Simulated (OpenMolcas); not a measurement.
# Co⁴⁺ among point charges: CASSCF and CASPT2 levels and susceptibility, part 1 of 2

Aim: the splitting of the states of Co⁴⁺ in the field of 3 point charges, its lowest levels with spin-orbit coupling and its magnetic susceptibility.

Method: state-averaged CASSCF and CASPT2, spin-orbit coupling by RASSI with atomic mean-field integrals. Code: OpenMolcas 26.06.

## 1. What is computed

- Species: Co⁴⁺ (cobalt, Z = 27, 23 electrons)
- Basis: ANO-RCC-VDZP [5s4p2d1f], 34 functions
- Scalar Hamiltonian: DKH2, point nucleus
- Inactive shells: 1s 2s 2p 3s 3p
- Active space: 5 electrons in 5 orbitals (3d)
- Some configurations of this space: 3d⁵
- Orbitals: optimised for each spin and parity, averaged over all roots

The outer shells:

3d5
```
3d [↑ ][↑ ][↑ ][↑ ][↑ ]
```

The ion sits among 3 point charges of -2.4 e arranged as a planar triangle (D3h), 2.01 Å from the ion.

The work runs as a chain of OpenMolcas steps in one folder; each step below is one input file. Labels, J, g values, rates, χT and fits are worked out afterwards by a script from the matrices that RASSI stores.

## 2. GATEWAY and SEWARD: basis and integrals

Contents of a.inp:

```
&GATEWAY
Coord
1

Co 0.0 0.0 0.0
Basis=ANO-RCC-VDZP
Group=NoSym
NoMove
AngMom=0.0 0.0 0.0
AMFI
XField
3 Angstrom 0
2.010000 0.000000 0.000000 -2.400000
-1.005000 1.740711 0.000000 -2.400000
-1.005000 -1.740711 0.000000 -2.400000
&SEWARD
```

Run with:

```sh
> OMP_NUM_THREADS=1 MOLCAS_MEM=1689 MOLCAS_PROJECT=a pymolcas a.inp > a.log
```

Output:

```text
Basis set label: CO.ANO-RCC...5S4P2D1F.

      Electronic valence basis set:
      ------------------
      Associated Effective Charge  27.000000 au
      Associated Actual Charge     27.000000 au
      Nuclear Model: Point charge

      Shell  nPrim  nBasis  Cartesian Spherical Contaminant
         s      21       5        X
         p      15       4        X
         d      10       2                 X
         f       6       1                 X
                  Relativistic Douglas-Kroll-Hess integrals:
                    - DKH order of Hamiltonian: 2
                    - DKH order of Properties : 0
                  Atomic mean-field integrals
```

## 3. CASSCF: sextets, 1 root

Contents of a.inp:

```
&RASSCF
FileOrb=start.orb
Symmetry=1
Spin=6
nActEl=5 0 0
Inactive=9
Ras2=5
CIRoot=1 1 1
SDav=1
CIMx=300
Iter=120 100
PrWF=0.3
OrbListing=Nothing
MaxOrb=0
>>> COPY $Project.JobIph JOB001
```

start.orb holds the contracted functions of the basis, ordered by shell, or the orbitals of the step before.

Output:

```text
Wave function specifications:
      -----------------------------

      Number of closed shell electrons          18
      Number of electrons in active shells       5
      Max number of holes in RAS1 space          0
      Max nr of electrons in RAS3 space          0
      Number of inactive orbitals                9
      Number of active orbitals                  5
      Number of secondary orbitals              20
      Spin quantum number                      2.5
      State symmetry                             1
Orbital specifications:
      -----------------------

      Symmetry species                           1
                                                 a
      Frozen orbitals                            0
      Inactive orbitals                          9
      Active orbitals                            5
      RAS1 orbitals                              0
      RAS2 orbitals                              5
      RAS3 orbitals                              0
      Secondary orbitals                        20
      Deleted orbitals                           0
      Number of basis functions                 34
      Number of CSFs                             1
      Number of root(s) required                 1
      Iter CI   SX   CI       RASSCF       Energy    max ROT     max BLB   max BLB  Level Ln srch  Step   QN
          iter iter root      energy       change     param      element    value   shift minimum  type update
 Nr of preliminary CI iterations:   1
      Total energies have been shifted. Add                -1000.00 au
        1   1    7    1  -394.84916172    0.00E+00  -2.25E-01*   8  21 1 -7.32E-01*  0.00   0.00    SX    NO
        2   1    7    1  -395.59041015   -7.41E-01* -2.92E-02    9  22 1  3.28E-01*  0.00   0.00    SX    NO
        3   1    7    1  -395.61560015   -2.52E-02* -2.56E-02    8  21 1 -5.69E-02*  0.00   0.00    SX    NO
        4   1    7    1  -395.61897407   -3.37E-03* -1.21E-02    9  22 1  4.11E-02*  0.00   0.00    SX    NO
        5   1    6    1  -395.61981311   -8.39E-04*  4.24E-03    8  21 1 -2.02E-02*  0.00   0.65    QN   YES
        6   1    5    1  -395.62015028   -3.37E-04* -1.39E-04   12  25 1  3.50E-04*  0.00   1.03    QN   YES
        7   1    4    1  -395.62015053   -2.54E-07*  3.63E-05   12  16 1  3.51E-05   0.00   1.00    QN   YES
        8   1    3    1  -395.62015053   -1.59E-09   1.07E-05   12  16 1 -1.61E-05   0.00   0.81    QN   YES
      Convergence after  8 iterations
        9   1    3    1  -395.62015053   -2.86E-10   1.07E-05    8  10 1 -2.19E-06   0.00   0.81    QN   YES
      Natural orbitals and occupation numbers for root  1
      sym 1:   1.000000   1.000000   1.000000   1.000000   1.000000
::    RASSCF root number  1 Total energy:  -1395.62015053
```

## 4. CASSCF: quartets, 24 roots

Contents of a.inp:

```
&RASSCF
FileOrb=start.orb
Symmetry=1
Spin=4
nActEl=5 0 0
Inactive=9
Ras2=5
CIRoot=24 24 1
SDav=24
CIMx=300
Iter=120 100
PrWF=0.3
OrbListing=Nothing
MaxOrb=0
>>> COPY $Project.JobIph JOB002
```

Output, shortened:

```text
[...]
      Number of active orbitals                  5
[...]
      Spin quantum number                      1.5
[...]
      Active orbitals                            5
[...]
      Number of CSFs                            24
      Number of root(s) required                24
[...]
      Convergence after  7 iterations
[...]
      Natural orbitals and occupation numbers for root  1
      sym 1:   0.799385   1.200615   1.000000   1.200615   0.799385
      Natural orbitals and occupation numbers for root  2
      sym 1:   0.799360   1.200640   1.000000   1.200640   0.799360
      Natural orbitals and occupation numbers for root  3
      sym 1:   0.733347   1.000000   1.266653   1.000000   1.000000
::    RASSCF root number  1 Total energy:  -1395.43334274
::    RASSCF root number  2 Total energy:  -1395.43332925
::    RASSCF root number  3 Total energy:  -1395.43265050
[...]
::    RASSCF root number 21 Total energy:  -1395.29154313
::    RASSCF root number 22 Total energy:  -1395.29153858
::    RASSCF root number 23 Total energy:  -1395.28719602
::    RASSCF root number 24 Total energy:  -1395.28719602
```

## 5. CASSCF: doublets, 75 roots

Contents of a.inp:

```
&RASSCF
FileOrb=start.orb
Symmetry=1
Spin=2
nActEl=5 0 0
Inactive=9
Ras2=5
CIRoot=75 75 1
SDav=75
CIMx=300
Iter=120 100
PrWF=0.3
OrbListing=Nothing
MaxOrb=0
>>> COPY $Project.JobIph JOB003
```

Output, shortened:

```text
[...]
      Number of active orbitals                  5
[...]
      Spin quantum number                      0.5
[...]
      Active orbitals                            5
[...]
      Number of CSFs                            75
      Number of root(s) required                75
[...]
      Convergence after  7 iterations
[...]
      Natural orbitals and occupation numbers for root  1
      sym 1:   1.183175   0.739201   0.894256   1.184533   0.998835
      Natural orbitals and occupation numbers for root  2
      sym 1:   1.184533   0.998834   0.894258   1.183175   0.739200
      Natural orbitals and occupation numbers for root  3
      sym 1:   1.099602   0.882811   1.032882   1.123324   0.861380
::    RASSCF root number  1 Total energy:  -1395.34975149
::    RASSCF root number  2 Total energy:  -1395.34975149
::    RASSCF root number  3 Total energy:  -1395.34974456
[...]
::    RASSCF root number 27 Total energy:  -1395.29942971
::    RASSCF root number 28 Total energy:  -1395.29871723
::    RASSCF root number 29 Total energy:  -1395.29870792
::    RASSCF root number 30 Total energy:  -1395.29644904
```

## 6. State interaction with spin-orbit coupling

Contents of a.inp:

```
&RASSI
NrOfJobIphs=3 1 24 75
1
1 2 3 4 5 6 7 8 9 10 11 12 13 14 15 16 17 18 19 20 21 22 23 24
1 2 3 4 5 6 7 8 9 10 11 12 13 14 15 16 17 18 19 20 21 22 23 24 25 26 27
28 29 30 31 32 33 34 35 36 37 38 39 40 41 42 43 44 45 46 47 48 49 50 51
52 53 54 55 56 57 58 59 60 61 62 63 64 65 66 67 68 69 70 71 72 73 74 75
IphNames
JOB001
JOB002
JOB003
EJob
SpinOrbit
DIPRint=1.0
SOCoupling=1000.0
Subsets=2
Property=9
'ANGMOM' 1 'ANGMOM' 2 'ANGMOM' 3 'MLTPL  1' 1 'MLTPL  1' 2 'MLTPL  1' 3
'AMFI' 1 'AMFI' 2 'AMFI' 3
SOProperty=3
'ANGMOM' 1 'ANGMOM' 2 'ANGMOM' 3
```

Output, shortened:

```text
SPIN-FREE ENERGIES:
  (Shifted by EMIN (a.u.) =      -1395.6201505335)
 SF State       Relative EMIN(au)   Rel lowest level(eV)    D:o, cm**(-1)      L_eff
     1             0.0000000000        0.0000000000              0.0000         0.0
     2             0.1868077945        5.0832990498          40999.5718         4.0
     3             0.1868212815        5.0836660512          41002.5319         4.0
     4             0.1875000385        5.1021359680          41151.5018         4.0
     5             0.1875000385        5.1021359680          41151.5018         4.0
     6             0.1897787262        5.1641422189          41651.6160         4.0
     7             0.1897787262        5.1641422189          41651.6160         4.0
     8             0.1911288452        5.2008808285          41947.9328         4.0
     9             0.1939974940        5.2789407403          42577.5285         4.0
    10             0.1939974940        5.2789407403          42577.5285         4.0
[...]
Eigenvalues of complex Hamiltonian:
   -----------------------------------
  (Shifted by EMIN (a.u.) =      -1395.6201505335)
 SO State       Relative EMIN(au)   Rel lowest level(eV)    D:o, cm**(-1)     J-value
     1            -0.0002321881        0.0000000000              0.0000         2.5
     2            -0.0002321881        0.0000000000              0.0000         2.5
     3            -0.0002313159        0.0000237332              0.1914         2.1
     4            -0.0002313159        0.0000237332              0.1914         2.1
     5            -0.0002295790        0.0000709987              0.5726         1.2
     6            -0.0002295790        0.0000709987              0.5726         1.2
     7             0.1857378109        5.0605014738          40815.6970         3.5
     8             0.1857378109        5.0605014738          40815.6970         3.5
     9             0.1861807263        5.0725538145          40912.9057         3.9
    10             0.1861807263        5.0725538145          40912.9057         3.9
    11             0.1863083412        5.0760263932          40940.9139         3.7
[...]
```

These steps took 56 s in all on 1 thread, shared host.

States without spin-orbit coupling:

```csv
state,degeneracy,E (cm-1),free-ion L (%)
6A1,1,0,S (100)
4A2,1,41000,G (96)
4A1,1,41003,G (96)
4E,2,41152,G (95)
4E,2,41652,G (97)
4A1,1,41948,G (100)
4E,2,42578,G (100)
4E,2,46023,P (68)
4A2,1,49073,P (100)
4E,2,50530,D (92)
4A1,1,52882,D (100)
4E,2,54380,D (65)
2E,2,59346,I (97)
2E,2,59347,I (98)
2A1,1,59350,I (98)
2A1,1,59416,I (96)
2A2,1,59418,I (96)
2E,2,59646,I (97)
2E,2,60014,I (99)
doublet,2,60190,I (100)
2E,2,66475,D (64)
2E,2,67447,D (75)
2A1,1,67753,D (99)
2A1,1,67942,F (89)
```

With spin-orbit coupling:

| E (cm-1) | Degeneracy | Label | 2S+1 | g |
| --- | --- | --- | --- | --- |
| 0.0 | 2 | E1/2 | 6 | 2.00 6.01 6.01 |
| 0.2 | 2 | E3/2 | 6 | 0.00 0.00 6.01 |
| 0.6 | 2 | E1/2 | 6 | 0.00 0.00 10.01 |
| 40816 | 2 | E3/2 | 4 | 0.00 0.00 0.11 |
| 40913 | 2 | E1/2 | 4 | 0.14 0.14 4.14 |
| 40941 | 2 | E1/2 | 4 | 0.02 0.02 2.00 |
| 41019 | 2 | E1/2 | 4 | 0.15 0.15 8.10 |
| 41089 | 2 | E3/2 | 4 | 0.00 0.00 1.89 |
| 41145 | 2 | E3/2 | 4 | 0.00 0.00 11.99 |
| 41233 | 2 | E1/2 | 4 | 0.01 0.01 5.86 |
| 41366 | 2 | E1/2 | 4 | 0.00 0.00 9.89 |
| 41499 | 2 | E1/2 | 4 | 1.28 1.28 3.79 |
| 41599 | 2 | E1/2 | 4 | 0.22 2.33 2.33 |
| 41683 | 2 | E3/2 | 4 | 0.00 0.00 4.03 |
| 41782 | 2 | E1/2 | 4 | 0.00 0.00 8.00 |
| 41946 | 2 | E1/2 | 4 | 1.99 5.08 5.08 |
| 41958 | 2 | E3/2 | 4 | 0.00 0.00 5.97 |
| 42547 | 2 | E1/2 | 4 | 0.00 0.00 2.00 |
| 42583 | 2 | E1/2 | 4 | 0.00 0.00 14.00 |
| 42591 | 2 | E1/2 | 4 | 0.00 0.00 6.01 |
| 42605 | 2 | E3/2 | 4 | 0.00 0.00 10.01 |
| 45312 | 2 | E1/2 | 4 | 0.97 0.97 3.92 |
| 45651 | 2 | E1/2 | 4 | 0.05 0.59 0.59 |
| 46045 | 2 | E3/2 | 4 | 0.00 0.00 3.96 |

The table of states holds 24 of 65 computed; the rest, higher up, is left out. Labels of spin-orbit levels are those of the rotation subgroup (D3 for D3h). Principal g values are given for doublets only; a zero marks a field direction without first-order Zeeman splitting.

Powder χT (cm³ K/mol): 4.38 at 2 K, 4.38 at 5 K, 4.38 at 10 K, 4.38 at 20 K, 4.39 at 50 K, 4.39 at 100 K, 4.39 at 150 K, 4.39 at 200 K, 4.39 at 250 K, 4.39 at 300 K.

Orbitals of the lowest block (energies include the constant potential of the surroundings):

```csv
shell,space,energy (hartree),mean occupation,⟨r²⟩ (bohr²)
1s,inactive,-286.1127,2.000,0.00421
2s,inactive,-35.8656,2.000,0.0761
2p,inactive,-30.6337,6.000,0.0618
3s,inactive,-4.9317,2.000,0.687
3p,inactive,-3.3143,6.000,0.743
3d,RAS2,,5.000,0.964
```

(Continued in part 2 of 2.)
